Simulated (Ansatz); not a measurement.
# In2PtSe5: the cost of one run

Program: Ansatz 0.2.0. Level of theory: DFT PBE, scalar-relativistic, plane waves, PAW, unless a step names another level. These are calculated values, not measurements.

14 further runs of the same task are left out: 2 that didn't finish, 12 set aside as unsound or not needed.

### Step 1. The formula and the candidates

Pauling electronegativities: In 1.78, Pt 2.28, Se 2.55 (spread 0.77). The formula balances with common oxidation states: Pt +4, In +3, Se -2, a formal count that means little at so small a spread. Tabulated atomic sizes suggest about 25 Å³/atom. 23 candidates were drawn, by swapping species into database cells of other compounds, at random by space group and Wyckoff sites, or by hand, as the table says:

| name | made from | space group no. | Wyckoff sites | atoms (primitive cell) | V (Å³/atom) |
| --- | --- | --- | --- | --- | --- |
| c01 | built by hand: PtSe2 / alpha-In2Se3 polar intergrowth, P3m1 | 156 | In 1b, 1c; Pt 1a; Se 1c, 1b, 1a, 1b, 1a | 8 | 24.9 |
| c02 | random | 166 | In 6c; Pt 3a; Se 6c, 9e | 8 | 30.0 |
| c03 | database cell of Al5CuMo2 | 123 | In 1a, 1d; Pt 1b; Se 4i, 1c | 8 | 24.1 |
| c04 | database cell of Mn5Al2V | 12 | In 4i; Pt 2d; Se 4i, 4i, 2a | 8 | 23.0 |
| c05 | random | 160 | In 3a, 3a; Pt 3a; Se 9b, 3a, 3a | 8 | 28.9 |
| c06 | database cell of Li5NCl2 | 166 | In 6c; Pt 3a; Se 3b, 6c, 6c | 8 | 22.6 |
| c07 | built by hand: Al2TiO5 pseudobrookite, ordered | 63 | In 8f; Pt 4c; Se 8f, 8f, 4c | 16 | 24.7 |
| c08 | random | 115 | In 1d, 1a; Pt 1c; Se 2f, 2g, 1b | 8 | 30.8 |
| c09 | built by hand: PtSe2 / beta-In2Se3 intergrowth, P-3m1 | 164 | In 2d; Pt 1a; Se 2d, 2d, 1b | 8 | 24.8 |
| c10 | random | 189 | In 2d; Pt 1a; Se 2c, 3g | 8 | 25.1 |
| c11 | random | 65 | In 4i; Pt 2c; Se 8m, 2a | 8 | 30.4 |
| c12 | random | 187 | In 1f, 1b; Pt 1e; Se 3k, 1c, 1a | 8 | 25.9 |
| c13 | random | 216 | In 4c, 4d; Pt 4b; Se 4a, 16e | 8 | 31.6 |
| c14 | database cell of Cs2MnF5 | 123 | In 2e; Pt 1a; Se 4j, 1b | 8 | 25.5 |
| c15 | random | 139 | In 4d; Pt 2b; Se 8j, 2a | 8 | 31.0 |
| c16 | random | 191 | In 2c; Pt 1a; Se 4h, 1b | 8 | 27.8 |
| c17 | random | 71 | In 2a, 2c; Pt 2d; Se 8k, 2b | 8 | 29.2 |
| c18 | random | 189 | In 2c; Pt 1b; Se 3f, 2d | 8 | 30.4 |
| c19 | database cell of LaAl5Ni2 | 71 | In 4j; Pt 2a; Se 2d, 8l | 8 | 27.3 |
| c20 | random | 157 | In 2b; Pt 1a; Se 3c, 2b | 8 | 25.9 |
| c21 | random | 191 | In 2d; Pt 1b; Se 4h, 1a | 8 | 27.8 |
| c22 | random | 123 | In 1d, 1a; Pt 1c; Se 4o, 1b | 8 | 31.1 |
| c23 | random | 216 | In 4a, 4d; Pt 4c; Se 16e, 4b | 8 | 25.2 |

### Step 2. Screening run of c01

Contents of input.yaml:

```yaml
crystal:
  lattice:
    - [3.9, 0.0, 0.0]
    - [-1.95, 3.37749907, 0.0]
    - [0.0, 0.0, 15.1]
  atoms:
    - { symbol: In, position: [0.33333333, 0.66666667, 0.66] }
    - { symbol: In, position: [0.66666667, 0.33333333, 0.373] }
    - { symbol: Pt, position: [0.0, 0.0, 0.0] }
    - { symbol: Se, position: [0.66666667, 0.33333333, 0.913] }
    - { symbol: Se, position: [0.33333333, 0.66666667, 0.087] }
    - { symbol: Se, position: [0.0, 0.0, 0.735] }
    - { symbol: Se, position: [0.33333333, 0.66666667, 0.49] }
    - { symbol: Se, position: [0.0, 0.0, 0.28] }
basis:
  ecutwfc: 420
kpoints:
  mp_grid: { grid: [4, 4, 1] }
hamiltonian:
  xc: pbe
scf:
  occupations: { method: gaussian, width: 0.15 }
  lower_state_search: "off"
output:
  forces: true
  stress: true
  eigenvalues: true
relax:
  adjacent_minimum: "off"
  f_tol: 0.08
  max_steps: 16
  cell: { stress_tol: 0.8 }
```

The run is started by

```sh
$ ansatz run input.yaml --threads 1 --pin off --max-ram 2560MiB --backend cpu --events-out ev --progress --plain --runs-dir out
```

What time and memory should one allow on 1 thread of Intel Xeon 6975P-C (Granite Rapids), shared host?

About 16 s, with a peak of 0.54 GiB.
